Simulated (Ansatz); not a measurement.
# BH₇O₂Si₂: up Jacob's ladder to CCSD(T)

One table from this session's results is given with a row withheld; the runs are named, their logs left out.

Computed with Ansatz 0.2.0, Gaussian basis. Level: functionals in def2-TZVPP, the program's frozen cores in correlated methods.

Plan: LDA (SPW92), PBE-D4, revPBE-D4, BLYP-D4, r2SCAN-D4, B97M-V, PBE0-D4, B3LYP-D4, r2SCANh-D4, r2SCAN0-D4, HSE06-D4, BHLYP-D4, CAM-B3LYP-D4, LC-ωPBE, ωB97X-V, ωB97M-V, B2PLYP, PBE-QIDH; CCSD(T)/def2-SVP; CCSD(T)/def2-TZVPP; MP2/def2-QZVPP; extrapolation to the limit; RPA on PBE.

**Structure used throughout**

An earlier PBE0-D4 in a triple-zeta def2 set relaxation fixed the geometry.

SMILES `[SiH3]OBO[SiH3]`, 12 atoms, charge 0, spin multiplicity 1.

Atoms are counted from 1 here; the program's logs count them from 0.

Bond lengths: Si1–O2 1.652 Å, Si1–H6 1.485 Å, Si1–H7 1.482 Å, Si1–H8 1.482 Å, O2–B3 1.361 Å, B3–O4 1.353 Å, B3–H9 1.199 Å, O4–Si5 1.659 Å, Si5–H10 1.484 Å, Si5–H11 1.481 Å, Si5–H12 1.484 Å. Angles: O2–Si1–H6 110.3°, O2–Si1–H7 108.3°, O2–Si1–H8 108.2°, H6–Si1–H7 110.1°, H6–Si1–H8 110.1°, H7–Si1–H8 109.8°, Si1–O2–B3 133.2°, O2–B3–O4 119.6°, O2–B3–H9 121.1°, O4–B3–H9 119.3°, B3–O4–Si5 129.3°, O4–Si5–H10 110.5°, O4–Si5–H11 106.4°, O4–Si5–H12 110.5°, H10–Si5–H11 109.8°, H10–Si5–H12 109.7°, H11–Si5–H12 109.8°.

Coordinates:

```
Si   -1.5342    0.9405    1.4936
O    -0.4161    0.3037    0.4579
B     0.8740    0.6258    0.1682
O     1.5515   -0.0962   -0.7535
Si    1.0432   -1.3947   -1.6517
H    -0.9488    2.0775    2.2488
H    -2.6958    1.4034    0.6973
H    -1.9599   -0.1270    2.4298
H     1.4227    1.5406    0.7165
H    -0.1181   -1.0204   -2.4968
H     2.1858   -1.7823   -2.5106
H     0.6725   -2.5260   -0.7654
```

Set-up of the first run:

Contents of in.yaml:

```yaml
crystal:
  periodic: [false, false, false]
  atoms:
    - {symbol: Si, position_ang: [-1.534217, 0.940492, 1.493582]}
    - {symbol: O, position_ang: [-0.416066, 0.303676, 0.457937]}
    - {symbol: B, position_ang: [0.874041, 0.625831, 0.168211]}
    - {symbol: O, position_ang: [1.551518, -0.096231, -0.753460]}
    - {symbol: Si, position_ang: [1.043187, -1.394721, -1.651733]}
    - {symbol: H, position_ang: [-0.948788, 2.077518, 2.248799]}
    - {symbol: H, position_ang: [-2.695831, 1.403400, 0.697320]}
    - {symbol: H, position_ang: [-1.959931, -0.127045, 2.429753]}
    - {symbol: H, position_ang: [1.422693, 1.540623, 0.716458]}
    - {symbol: H, position_ang: [-0.118060, -1.020397, -2.496805]}
    - {symbol: H, position_ang: [2.185836, -1.782315, -2.510611]}
    - {symbol: H, position_ang: [0.672517, -2.526030, -0.765449]}
basis:
  gaussian: {orbitals: def2-TZVPP}
hamiltonian: {xc: lda}
output: {orbitals: {seedname: orbitals}}
```

On the command line:

```sh
$ ansatz run in.yaml --threads 4 --pin off --events-out ev --progress --plain --max-ram 10444MiB
```

Steps of the session up to this table: LDA; PBE-D4 (GGA); revPBE-D4 (GGA); BLYP-D4 (GGA); r2SCAN-D4 (meta-GGA); B97M-V (meta-GGA); B3LYP-D4 (hybrid); r2SCANh-D4 (hybrid); r2SCAN0-D4 (hybrid); HSE06-D4 (hybrid); BHLYP-D4 (hybrid); CAM-B3LYP-D4 (range-separated); LC-ωPBE (range-separated); ωB97X-V (range-separated); ωB97M-V (range-separated); B2PLYP (double hybrid); PBE-QIDH (double hybrid).

One table of the session follows, with a row left open; its other results are not shown here.

It belongs to the step «Frontier levels by functional». 

| functional | HOMO (eV) | gap (eV) |
| --- | --- | --- |
| LDA (SPW92) | -7.68 | 6.61 |
| PBE-D4 | -7.61 | 6.80 |
| revPBE-D4 | -7.57 | 6.88 |
| BLYP-D4 | -7.52 | 6.85 |
| r2SCAN-D4 | -7.97 | 7.61 |
| B97M-V | -8.10 | 7.42 |
| PBE0-D4 | -9.04 | 9.10 |
| B3LYP-D4 | -8.83 | 8.66 |
| r2SCANh-D4 | -8.50 | 8.43 |
| r2SCAN0-D4 | -9.28 | 9.62 |
| HSE06-D4 | -8.64 | 8.32 |
| BHLYP-D4 | ? | ? |
| CAM-B3LYP-D4 | -10.46 | 11.46 |
| LC-ωPBE | -11.82 | 14.02 |
| ωB97X-V | -11.48 | 13.51 |
| ωB97M-V | -11.34 | 13.02 |

**Question.** Estimate the row for BHLYP-D4.

Worked estimate for «HOMO (eV)». Against the share of exact exchange, BLYP-D4 (0, -7.52), B3LYP-D4 (0.2, -8.83) give a slope of -6.55 per unit share; at 0.5 the line stands at -10.79.

The run gave: HOMO (eV): -10.40; gap (eV): 11.29. In «HOMO (eV)» the line misses by -0.39.
